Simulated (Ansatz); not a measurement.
# BrGaH2O: two geometries relaxed

Aim: relax the geometries before and after the reaction (1,2-elimination), and see whether they are two minima and how far apart in energy. Meant to form: H4–Br2; to break: Ga1–Br2, H4–O3. The start is a guess near the saddle point, from which both ends are pulled out.

All numbers below are computed with Ansatz 0.2.0 (RKS CAM-B3LYP-D4/def2-SVP).

**1. The starting structure**

Bond lengths: Ga1–Br2 2.823 Å, Ga1–O3 1.706 Å, Ga1–H5 1.541 Å. Angles: Br2–Ga1–O3 81.6°, Br2–Ga1–H5 126.7°, O3–Ga1–H5 151.7°.

As a file:

```xyz
5

Ga   -0.5639    0.0426    0.6051
Br    1.7757   -1.0367   -0.5485
O    -0.5302    0.9841   -0.8176
H     0.5175    0.3744   -1.1875
H    -1.1991   -0.3643    1.9486
```

**2. A restrained relaxation towards end A**

Springs on the bonds that form and break draw the guess towards this end; the thresholds are loose.

input.yaml reads:

```yaml
crystal:
  periodic: [false, false, false]
  atoms:
    - { symbol: Ga, position_ang: [-0.5639, 0.0426, 0.6051] }
    - { symbol: Br, position_ang: [1.7757, -1.0367, -0.5485] }
    - { symbol: O, position_ang: [-0.5302, 0.9841, -0.8176] }
    - { symbol: H, position_ang: [0.5175, 0.3744, -1.1875] }
    - { symbol: H, position_ang: [-1.1991, -0.3643, 1.9486] }
basis:
  gaussian: { orbitals: def2-SVP }
hamiltonian:
  xc: cam_b3lyp
  dispersion: d4
relax:
  f_tol: 0.15
  max_steps: 25
  restrain:
    - { distance: [3, 1], at: 2.81, k: 30.0 }
    - { distance: [0, 1], at: 2.42, k: 30.0 }
    - { distance: [3, 2], at: 0.97, k: 30.0 }
```

Run with:

```
ansatz run input.yaml --threads 2 --pin off --max-ram 3072MiB --backend cpu --events-out ev --progress --plain --runs-dir out
```

Standard output, shortened:

```text
Warning: RAYON_NUM_THREADS=2 ignored (pool sized by the plan → 2); use --threads N
[...]
Functional definition: CAM-B3LYP
[...]
916 factors; integrals over basis functions are off by at most 2.7e-4 eV
240 factors; integrals over basis functions are off by at most 2.1e-6 eV
[...]
mean field -124492.96579221 eV, -4575.0321085006 hartree, gradient 3.3e-5 eV, S^2 0.000000; 0 other end points of the search recorded, 0 dependent functions left out
[...]
reference -124492.96590369 eV, -4575.0321125974 hartree; 38, 38 occupied and 50, 50 virtual orbitals, 916 factors
relax step   1: F+E_penalty+E_count = -124493.05377786 eV  Δ(F+E_penalty+E_count) = +0.000e0 eV  max|allowed force component| = 3.047e0 eV/Å  E_restraint = 13.71042889 eV  max|allowed force component, restraints' pulls added| = 2.580e1 eV/Å  Δτ_max = 0.0000 Å  (28 SCF iters, accepted)
[...]
relax step   6: F+E_penalty+E_count = -124495.13733386 eV  Δ(F+E_penalty+E_count) = -2.495e-2 eV  max|allowed force component| = 8.189e-1 eV/Å  E_restraint = 0.02167973 eV  max|allowed force component, restraints' pulls added| = 1.562e-1 eV/Å  Δτ_max = 0.0638 Å  (28 SCF iters, accepted)
[...]
relax step   7: F+E_penalty+E_count = -124495.13724256 eV  Δ(F+E_penalty+E_count) = +9.130e-5 eV  max|allowed force component| = 8.653e-1 eV/Å  E_restraint = 0.02106540 eV  max|allowed force component, restraints' pulls added| = 2.061e-2 eV/Å  Δτ_max = 0.0041 Å  (26 SCF iters, accepted)
  distance H 3 - Br 1 = 2.8231 Å
  distance Ga 0 - Br 1 = 2.3849 Å
  distance H 3 - O 2 = 0.9704 Å
916 factors; integrals over basis functions are off by at most 2.9e-4 eV
240 factors; integrals over basis functions are off by at most 1.3e-6 eV
[...]
mean field -124495.04981145 eV, -4575.1086947953 hartree, gradient 1.8e-5 eV, S^2 0.000000; 1 other end points of the search recorded, 0 dependent functions left out
[...]
reference -124495.04992082 eV, -4575.1086988145 hartree; 38, 38 occupied and 50, 50 virtual orbitals, 916 factors
Total energy: -124495.13735193 eV, -4575.1119118484 hartree
Atom 0 at    -0.284184    -0.134157     0.534188 Å, force     0.865334    -0.494717    -0.280015 eV/Å
Atom 1 at     1.708638    -1.253411    -0.146763 Å, force    -0.664116     0.206427     0.474626 eV/Å
Atom 2 at    -0.543479     0.973954    -0.810858 Å, force    -0.015092     0.007965     0.006217 eV/Å
Atom 3 at     0.202896     0.779485    -1.399815 Å, force    -0.194360     0.281304    -0.191018 eV/Å
Atom 4 at    -1.083871    -0.365772     1.823347 Å, force     0.008234    -0.000980    -0.009809 eV/Å
Dipole moment:    -0.192834     0.011625     0.209811 e Å
```

It took 16 s on 2 threads of Arm Neoverse V2, shared host; peak memory 0.22 GiB.

The steps of the relaxation:

```csv
step,energy from step 1 (eV),largest force component (eV/Å)
1,0.0000,3.0467
2,-0.9389,2.7051
3,-1.5893,1.6626
4,-2.0581,0.9601
5,-2.0586,1.1191
6,-2.0836,0.8189
7,-2.0835,0.8653
```

Step 1 is the start. Energies and forces in the table leave out the springs, which the log lists apart; the run stops on the force with the springs' pull added.

After: Bond lengths: Ga1–Br2 2.385 Å, Ga1–O3 1.762 Å, O3–H4 0.970 Å, Ga1–H5 1.535 Å. Angles: Br2–Ga1–O3 101.5°, Br2–Ga1–H5 127.2°, O3–Ga1–H5 131.3°, Ga1–O3–H4 102.9°.

Pairs that crossed the distance rule for bonds on the way: came closer O3–H4.

**3. Relaxing end A**

It starts where the restrained run ended.

input.yaml reads:

```yaml
crystal:
  periodic: [false, false, false]
  atoms:
    - { symbol: Ga, position_ang: [-0.284184, -0.134157, 0.534188] }
    - { symbol: Br, position_ang: [1.708638, -1.253411, -0.146763] }
    - { symbol: O, position_ang: [-0.543479, 0.973954, -0.810858] }
    - { symbol: H, position_ang: [0.202896, 0.779485, -1.399815] }
    - { symbol: H, position_ang: [-1.083871, -0.365772, 1.823347] }
basis:
  gaussian: { orbitals: def2-SVP }
hamiltonian:
  xc: cam_b3lyp
  dispersion: d4
relax:
  f_tol: 0.03
  max_steps: 50
```

Run with:

```
ansatz run input.yaml --threads 2 --pin off --max-ram 3072MiB --backend cpu --events-out ev --progress --plain --runs-dir out
```

Standard output, shortened:

```text
Warning: RAYON_NUM_THREADS=2 ignored (pool sized by the plan → 2); use --threads N
[...]
[... 1 set-up line as earlier in the session ...]
[...]
912 factors; integrals over basis functions are off by at most 2.5e-4 eV
238 factors; integrals over basis functions are off by at most 1.3e-6 eV
[...]
mean field -124495.04982375 eV, -4575.1086952473 hartree, gradient 5.3e-5 eV, S^2 0.000000; 0 other end points of the search recorded, 0 dependent functions left out
[...]
reference -124495.04993288 eV, -4575.1086992578 hartree; 38, 38 occupied and 50, 50 virtual orbitals, 912 factors
relax step   1: F+E_penalty+E_count = -124495.13725486 eV  Δ(F+E_penalty+E_count) = +0.000e0 eV  max|allowed force component| = 8.655e-1 eV/Å  Δτ_max = 0.0000 Å  (27 SCF iters, accepted)
[...]
912 factors; integrals over basis functions are off by at most 3.8e-4 eV
238 factors; integrals over basis functions are off by at most 1.6e-6 eV
[...]
mean field -124495.22469129 eV, -4575.1151215107 hartree, gradient 5.7e-5 eV, S^2 0.000000; 1 other end points of the search recorded, 0 dependent functions left out
[...]
reference -124495.22480076 eV, -4575.1151255337 hartree; 38, 38 occupied and 50, 50 virtual orbitals, 912 factors
Total energy: -124495.31072758 eV, -4575.1182832861 hartree
Atom 0 at    -0.150290    -0.200574     0.476036 Å, force    -0.001738     0.004355    -0.004362 eV/Å
Atom 1 at     1.738056    -1.437321     0.092555 Å, force    -0.002035    -0.002399     0.005971 eV/Å
Atom 2 at    -0.576684     0.973787    -0.771038 Å, force    -0.001573    -0.002024     0.004955 eV/Å
Atom 3 at     0.012553     1.019224    -1.533247 Å, force     0.000453     0.004047    -0.006657 eV/Å
Atom 4 at    -1.023635    -0.355017     1.735793 Å, force     0.004894    -0.003979     0.000093 eV/Å
Dipole moment:    -0.038903     0.043973    -0.019616 e Å
```

Run time: 15 s. Hardware: 2 threads of Arm Neoverse V2, shared host; peak memory 0.22 GiB.

Step by step:

```csv
step,energy from step 1 (eV),largest force component (eV/Å)
1,0.0000,0.8655
2,-0.1236,0.5638
3,-0.1461,0.5838
4x,-0.0947,1.4027
5,-0.1687,0.0937
6,-0.1727,0.1000
7,-0.1734,0.0067
```

Step 1 is the start. 1 step was tried and not accepted (marked x).

After: Bond lengths: Ga1–Br2 2.290 Å, Ga1–O3 1.765 Å, O3–H4 0.964 Å, Ga1–H5 1.541 Å. Angles: Br2–Ga1–O3 116.1°, Br2–Ga1–H5 123.4°, O3–Ga1–H5 120.5°, Ga1–O3–H4 116.2°.

**4. A restrained relaxation towards end B**

Springs on the bonds that form and break draw the guess towards this end; the thresholds are loose.

input.yaml reads:

```yaml
crystal:
  periodic: [false, false, false]
  atoms:
    - { symbol: Ga, position_ang: [-0.5639, 0.0426, 0.6051] }
    - { symbol: Br, position_ang: [1.7757, -1.0367, -0.5485] }
    - { symbol: O, position_ang: [-0.5302, 0.9841, -0.8176] }
    - { symbol: H, position_ang: [0.5175, 0.3744, -1.1875] }
    - { symbol: H, position_ang: [-1.1991, -0.3643, 1.9486] }
basis:
  gaussian: { orbitals: def2-SVP }
hamiltonian:
  xc: cam_b3lyp
  dispersion: d4
relax:
  f_tol: 0.15
  max_steps: 25
  restrain:
    - { distance: [3, 1], at: 1.51, k: 30.0 }
    - { distance: [0, 1], at: 3.72, k: 30.0 }
    - { distance: [3, 2], at: 2.27, k: 30.0 }
```

Run with:

```
ansatz run input.yaml --threads 2 --pin off --max-ram 3072MiB --backend cpu --events-out ev --progress --plain --runs-dir out
```

Standard output:

```text
Warning: RAYON_NUM_THREADS=2 ignored (pool sized by the plan → 2); use --threads N
The last accepted step is kept in <dir> (removed where the run ends without a failure and the disk answers)
Engine: ansatz 0.2.0, aarch64-unknown-linux-gnu
[... 1 set-up line as earlier in the session ...]
  parameter alpha = 0.19
  parameter beta = 0.46
  parameter omega = 0.33/bohr
  parameter ac = 0.81
  exchange = (1 - alpha - beta)*b88_x + beta*b88_x_sr(omega) + alpha*exact_x + beta*exact_x_lr(omega)
  correlation = (1 - ac)*vwn5_c + ac*lyp_c
916 factors; integrals over basis functions are off by at most 2.7e-4 eV
240 factors; integrals over basis functions are off by at most 2.1e-6 eV
mean field evaluation 1: about -124486.6256 eV, gradient 5.8e1 eV
mean field evaluation 2: about -124453.0192 eV, gradient 1.4e2 eV
mean field evaluation 4: about -124492.8606 eV, gradient 8.2e0 eV
mean field evaluation 8: about -124492.9657 eV, gradient 1.2e-1 eV
mean field evaluation 16: about -124492.9658 eV, gradient 3.3e-5 eV
mean field -124492.96579221 eV, -4575.0321085006 hartree, gradient 3.3e-5 eV, S^2 0.000000; 0 other end points of the search recorded, 0 dependent functions left out
the calculation of the forces begins
reference -124492.96590369 eV, -4575.0321125974 hartree; 38, 38 occupied and 50, 50 virtual orbitals, 916 factors
relax step   1: F+E_penalty+E_count = -124493.05377786 eV  Δ(F+E_penalty+E_count) = +0.000e0 eV  max|allowed force component| = 3.047e0 eV/Å  E_restraint = 30.68539019 eV  max|allowed force component, restraints' pulls added| = 3.103e1 eV/Å  Δτ_max = 0.0000 Å  (28 SCF iters, accepted)
  distance H 3 - Br 1 = 1.9956 Å
  distance Ga 0 - Br 1 = 2.8230 Å
  distance H 3 - O 2 = 1.2674 Å
these checks for a lower state are left out or cut short: starts, cluster_reference, orbital_swaps, neighbouring_geometries, increment
916 factors; integrals over basis functions are off by at most 3.3e-4 eV
240 factors; integrals over basis functions are off by at most 2.4e-6 eV
mean field -124491.89088425 eV, -4574.9926063617 hartree, gradient 6.8e-5 eV, S^2 0.000000; 0 other end points of the search recorded, 0 dependent functions left out
the calculation of the forces begins
reference -124491.89099796 eV, -4574.9926105406 hartree; 38, 38 occupied and 50, 50 virtual orbitals, 916 factors
relax step   2: F+E_penalty+E_count = -124491.97873910 eV  Δ(F+E_penalty+E_count) = +1.075e0 eV  max|allowed force component| = 2.277e0 eV/Å  E_restraint = 14.75725171 eV  max|allowed force component, restraints' pulls added| = 2.313e1 eV/Å  Δτ_max = 0.1949 Å  (35 SCF iters, accepted)
  distance H 3 - Br 1 = 1.8344 Å
  distance Ga 0 - Br 1 = 3.1051 Å
  distance H 3 - O 2 = 1.5625 Å
these checks for a lower state are left out or cut short: starts, cluster_reference, orbital_swaps, neighbouring_geometries, increment
916 factors; integrals over basis functions are off by at most 4.2e-4 eV
240 factors; integrals over basis functions are off by at most 2.6e-6 eV
mean field -124491.76486217 eV, -4574.9879751358 hartree, gradient 7.5e-5 eV, S^2 0.000000; 0 other end points of the search recorded, 0 dependent functions left out
the calculation of the forces begins
reference -124491.76497743 eV, -4574.9879793716 hartree; 38, 38 occupied and 50, 50 virtual orbitals, 916 factors
relax step   3: F+E_penalty+E_count = -124491.85030022 eV  Δ(F+E_penalty+E_count) = +1.284e-1 eV  max|allowed force component| = 3.038e0 eV/Å  E_restraint = 5.24394403 eV  max|allowed force component, restraints' pulls added| = 1.371e1 eV/Å  Δτ_max = 0.1950 Å  (36 SCF iters, accepted)
  distance H 3 - Br 1 = 1.6605 Å
  distance Ga 0 - Br 1 = 3.3094 Å
  distance H 3 - O 2 = 1.8720 Å
these checks for a lower state are left out or cut short: starts, cluster_reference, orbital_swaps, neighbouring_geometries, increment
916 factors; integrals over basis functions are off by at most 6.3e-4 eV
240 factors; integrals over basis functions are off by at most 2.8e-6 eV
mean field evaluation 32: about -124492.0331 eV, gradient 4.4e-1 eV
mean field -124492.03437508 eV, -4574.9978795527 hartree, gradient 2.0e-5 eV, S^2 0.000000; 0 other end points of the search recorded, 0 dependent functions left out
the calculation of the forces begins
reference -124492.03449250 eV, -4574.9978838676 hartree; 38, 38 occupied and 50, 50 virtual orbitals, 916 factors
relax step   4: F+E_penalty+E_count = -124492.11689580 eV  Δ(F+E_penalty+E_count) = -2.666e-1 eV  max|allowed force component| = 1.733e0 eV/Å  E_restraint = 0.52873267 eV  max|allowed force component, restraints' pulls added| = 3.866e0 eV/Å  Δτ_max = 0.1950 Å  (34 SCF iters, accepted)
  distance H 3 - Br 1 = 1.4995 Å
  distance Ga 0 - Br 1 = 3.5605 Å
  distance H 3 - O 2 = 2.1715 Å
these checks for a lower state are left out or cut short: starts, cluster_reference, orbital_swaps, neighbouring_geometries, increment
916 factors; integrals over basis functions are off by at most 6.7e-4 eV
240 factors; integrals over basis functions are off by at most 3.0e-6 eV
mean field -124492.07531913 eV, -4574.9993842185 hartree, gradient 1.8e-5 eV, S^2 0.000000; 0 other end points of the search recorded, 0 dependent functions left out
the calculation of the forces begins
reference -124492.07543809 eV, -4574.9993885902 hartree; 38, 38 occupied and 50, 50 virtual orbitals, 916 factors
relax step   5: F+E_penalty+E_count = -124492.15595772 eV  Δ(F+E_penalty+E_count) = -3.906e-2 eV  max|allowed force component| = 7.479e-1 eV/Å  E_restraint = 0.01341106 eV  max|allowed force component, restraints' pulls added| = 2.012e-1 eV/Å  Δτ_max = 0.1528 Å  (33 SCF iters, accepted)
  distance H 3 - Br 1 = 1.4812 Å
  distance Ga 0 - Br 1 = 3.7172 Å
  distance H 3 - O 2 = 2.2624 Å
these checks for a lower state are left out or cut short: starts, cluster_reference, orbital_swaps, neighbouring_geometries, increment
916 factors; integrals over basis functions are off by at most 6.8e-4 eV
240 factors; integrals over basis functions are off by at most 3.0e-6 eV
mean field -124492.07953171 eV, -4574.9995390281 hartree, gradient 6.7e-5 eV, S^2 0.000000; 0 other end points of the search recorded, 0 dependent functions left out
the calculation of the forces begins
reference -124492.07965074 eV, -4574.9995434024 hartree; 38, 38 occupied and 50, 50 virtual orbitals, 916 factors
relax step   6: F+E_penalty+E_count = -124492.16015253 eV  Δ(F+E_penalty+E_count) = -4.195e-3 eV  max|allowed force component| = 6.997e-1 eV/Å  E_restraint = 0.01659247 eV  max|allowed force component, restraints' pulls added| = 3.865e-2 eV/Å  Δτ_max = 0.0144 Å  (30 SCF iters, accepted)
  distance H 3 - Br 1 = 1.4780 Å
  distance Ga 0 - Br 1 = 3.7183 Å
  distance H 3 - O 2 = 2.2611 Å
916 factors; integrals over basis functions are off by at most 6.8e-4 eV
240 factors; integrals over basis functions are off by at most 3.0e-6 eV
mean field evaluation 64: about -124492.0795 eV, gradient 2.2e-4 eV
mean field -124492.07953171 eV, -4574.9995390281 hartree, gradient 6.7e-5 eV, S^2 0.000000; 1 other end points of the search recorded, 0 dependent functions left out
the calculation of the forces begins
reference -124492.07965074 eV, -4574.9995434024 hartree; 38, 38 occupied and 50, 50 virtual orbitals, 916 factors
Total energy: -124492.16027156 eV, -4575.0025061629 hartree
Atom 0 at    -1.028542     0.312212     0.753620 Å, force     0.023522    -0.029562     0.016836 eV/Å
Atom 1 at     2.031830    -1.035093    -0.872704 Å, force    -0.660260     0.699700    -0.251428 eV/Å
Atom 2 at    -0.805889     1.097882    -0.667801 Å, force     0.232640    -0.112778    -0.108519 eV/Å
Atom 3 at     1.077640     0.013217    -1.291070 Å, force     0.397281    -0.554615     0.347702 eV/Å
Atom 4 at    -1.275040    -0.388117     2.078055 Å, force     0.006817    -0.002746    -0.004590 eV/Å
Dipole moment:    -0.327121    -0.239454     0.739382 e Å
```

Wall time 13 s (2 threads of Arm Neoverse V2, shared host); peak memory 0.22 GiB.

Relaxation path:

```csv
step,energy from step 1 (eV),largest force component (eV/Å)
1,0.0000,3.0467
2,1.0750,2.2769
3,1.2035,3.0381
4,0.9369,1.7333
5,0.8978,0.7479
6,0.8936,0.6997
```

Step 1 is the start. Energies and forces in the table leave out the springs, which the log lists apart; the run stops on the force with the springs' pull added.

After: Bond lengths: Ga1–O3 1.639 Å, Br2–H4 1.478 Å, Ga1–H5 1.518 Å. Angles: O3–Ga1–H5 178.1°.

Pairs that crossed the distance rule for bonds on the way: came closer Br2–H4; moved apart Ga1–Br2.

**5. End point B**

It starts where the restrained run ended.

input.yaml reads:

```yaml
crystal:
  periodic: [false, false, false]
  atoms:
    - { symbol: Ga, position_ang: [-1.028542, 0.312212, 0.75362] }
    - { symbol: Br, position_ang: [2.03183, -1.035093, -0.872704] }
    - { symbol: O, position_ang: [-0.805889, 1.097882, -0.667801] }
    - { symbol: H, position_ang: [1.07764, 0.013217, -1.29107] }
    - { symbol: H, position_ang: [-1.27504, -0.388117, 2.078055] }
basis:
  gaussian: { orbitals: def2-SVP }
hamiltonian:
  xc: cam_b3lyp
  dispersion: d4
relax:
  f_tol: 0.03
  max_steps: 50
```

Run with:

```
ansatz run input.yaml --threads 2 --pin off --max-ram 3072MiB --backend cpu --events-out ev --progress --plain --runs-dir out
```

Standard output, shortened:

```text
Warning: RAYON_NUM_THREADS=2 ignored (pool sized by the plan → 2); use --threads N
[...]
[... 1 set-up line as earlier in the session ...]
[...]
911 factors; integrals over basis functions are off by at most 4.2e-4 eV
240 factors; integrals over basis functions are off by at most 3.0e-6 eV
[...]
mean field -124492.07953558 eV, -4574.9995391703 hartree, gradient 4.6e-5 eV, S^2 0.000000; 0 other end points of the search recorded, 0 dependent functions left out
[...]
reference -124492.07965487 eV, -4574.9995435540 hartree; 38, 38 occupied and 50, 50 virtual orbitals, 911 factors
relax step   1: F+E_penalty+E_count = -124492.16015640 eV  Δ(F+E_penalty+E_count) = +0.000e0 eV  max|allowed force component| = 6.997e-1 eV/Å  Δτ_max = 0.0000 Å  (28 SCF iters, accepted)
[...]
910 factors; integrals over basis functions are off by at most 9.6e-4 eV
240 factors; integrals over basis functions are off by at most 1.6e-6 eV
mean field -124495.22470338 eV, -4575.1151219549 hartree, gradient 3.1e-5 eV, S^2 0.000000; 1 other end points of the search recorded, 0 dependent functions left out
[...]
reference -124495.22481280 eV, -4575.1151259762 hartree; 38, 38 occupied and 50, 50 virtual orbitals, 910 factors
Total energy: -124495.31070314 eV, -4575.1182823880 hartree
Atom 0 at    -0.152619    -0.198573     0.472656 Å, force    -0.011341    -0.001944     0.015873 eV/Å
Atom 1 at     1.725087    -1.455082     0.106654 Å, force     0.008074    -0.002333    -0.005980 eV/Å
Atom 2 at    -0.566716     0.979914    -0.774143 Å, force     0.000212    -0.002974     0.004351 eV/Å
Atom 3 at     0.025293     1.021577    -1.534099 Å, force     0.006870     0.008117    -0.020143 eV/Å
Atom 4 at    -1.031046    -0.347735     1.729033 Å, force    -0.003815    -0.000865     0.005899 eV/Å
Dipole moment:    -0.036662     0.045939    -0.024258 e Å
```

Run time: 30 s. Hardware: 2 threads of Arm Neoverse V2, shared host; peak memory 0.22 GiB.

Step by step:

```csv
step,energy from step 1 (eV),largest force component (eV/Å)
1,0.0000,0.6997
2,-0.1029,0.3486
3,-0.1540,0.6136
4,-0.2003,0.6508
5,-0.2749,0.7753
6,-0.8865,1.9767
7,-1.3316,5.1492
8,-2.3225,1.1316
9,-2.7234,0.8178
10,-2.9224,1.6731
11,-3.1063,0.5274
12,-3.1382,0.4009
13,-3.1498,0.1400
14,-3.1504,0.0201
```

Step 1 is the start.

After: Bond lengths: Ga1–Br2 2.289 Å, Ga1–O3 1.765 Å, O3–H4 0.964 Å, Ga1–H5 1.540 Å. Angles: Br2–Ga1–O3 116.5°, Br2–Ga1–H5 123.0°, O3–Ga1–H5 120.5°, Ga1–O3–H4 116.2°.

Pairs that crossed the distance rule for bonds on the way: came closer Ga1–Br2, O3–H4; moved apart Br2–H4.

**6. Summary of results**

| quantity | value |
| --- | --- |
| end A | 5 moves, 0.173 eV lower |
| end B | 13 moves, 3.150 eV lower |
| largest difference between the ends | 0.01 Å |
| end B relative to end A | +0.000 eV |

In words: Both starts fell into the same minimum (no atom differs by more than 0.01 Å), so from this start no second minimum was found and no band was run; another arrangement could still be one.
